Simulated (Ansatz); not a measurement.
# CHGe+ (quintet): from Hartree-Fock to the top rungs, cc-pVTZ

Aim: climb from Hartree-Fock through coupled cluster and multireference methods for CHGe+ (quintet) at one geometry and basis, and see what each rung misses.

Computed with Ansatz 0.2.0, Gaussian basis. Level: cc-pVTZ, core rule «outside noble gas», up to 15 orbitals frozen.

The runs, in order: UHF; CCSD(T) on ROHF; CCSD(T) on UHF; BCCD(T) on ROHF; CCSDT(Q) on ROHF; CCSDT(Q) on UHF; CASSCF and MRCISD+Q, 8 electrons in 9 orbitals; CASSCF and NEVPT2, 8 electrons in 9 orbitals.

5 further runs of the same task are left out: 5 set aside as unsound or not needed.

### Step 1. The system

The geometry is a PBE0/def2-TZVP stationary point (not a proven minimum) of the parent state, kept for this charge and spin. No spin-orbit coupling is included. The filled d shell of Ge may be among the frozen orbitals whatever the setting's name suggests; the logs give the count.

3 atoms, charge 1, spin multiplicity 5.

Atoms are counted from 1 here; the program's logs count them from 0.

Bond lengths: Ge1–C2 1.947 Å, Ge1–H3 1.603 Å. Angles: C2–Ge1–H3 96.1°.

### Step 2. UHF

The input, in.yaml:

```yaml
crystal:
  periodic: [false, false, false]
  atoms:
    - {symbol: Ge, position_ang: [0.000000, -0.030607, 0.269863]}
    - {symbol: C, position_ang: [0.000000, 0.054648, -1.674902]}
    - {symbol: H, position_ang: [0.000000, 1.554553, 0.509831]}
basis:
  gaussian: {orbitals: cc-pVTZ}
total_charge: 1
magnetization: {spin_polarized: true, initial_magnetization: 4}
hamiltonian: {xc: hf}
output: {orbitals: {seedname: orbitals}}
```

On the command line:

```sh
$ ansatz run in.yaml --threads 1 --pin off --events-out ev --progress --plain --max-ram 2560MiB --backend cpu
```

After this run come: CCSD(T) on ROHF; CCSD(T) on UHF; BCCD(T) on ROHF; CCSDT(Q) on ROHF; CCSDT(Q) on UHF; CASSCF and MRCISD+Q, 8 electrons in 9 orbitals; CASSCF and NEVPT2, 8 electrons in 9 orbitals.

Q: Predict the results of all the runs planned. Wanted: UCCSDT(Q) below the RHF energy; RMP2 from UCCSDT(Q); UMP2 from UCCSDT(Q); RCCSD from UCCSDT(Q); RCCSD(T) from UCCSDT(Q); UCCSD(T) from UCCSDT(Q); RCCSDT(Q) from UCCSDT(Q); NEVPT2 valence from UCCSDT(Q); MRCISD+Q valence from UCCSDT(Q).

As calculated:

| quantity | value |
| --- | --- |
| UCCSDT(Q) below the RHF energy | -4.8814 eV |
| RMP2 from UCCSDT(Q) | +105.4 kJ/mol |
| UMP2 from UCCSDT(Q) | +103.6 kJ/mol |
| RCCSD from UCCSDT(Q) | +25.5 kJ/mol |
| RCCSD(T) from UCCSDT(Q) | +6.5 kJ/mol |
| UCCSD(T) from UCCSDT(Q) | +5.3 kJ/mol |
| RCCSDT(Q) from UCCSDT(Q) | +1.2 kJ/mol |
| NEVPT2 valence from UCCSDT(Q) | +72.2 kJ/mol |
| MRCISD+Q valence from UCCSDT(Q) | +7.1 kJ/mol |
| levels within 1 kcal/mol (43 meV) | RCCSDT, UCCSDT, RCCSDT(Q) |
| T1 diagnostic | 0.049 |
| effectively unpaired electrons | 4.03 |

RCCSD(T) misses by +6.5 kJ/mol, 1.4 % of the correlation energy. The occupations are near whole numbers, but T1 = 0.049 shows that the orbitals relax strongly. Of the multireference levels listed MRCISD+Q valence comes nearest in total energy (+7.1 kJ/mol), which doesn't show that its space is the better one. These misses are within one basis, not against nature; the frozen cores of restricted and unrestricted runs differ, which can shift their rows.
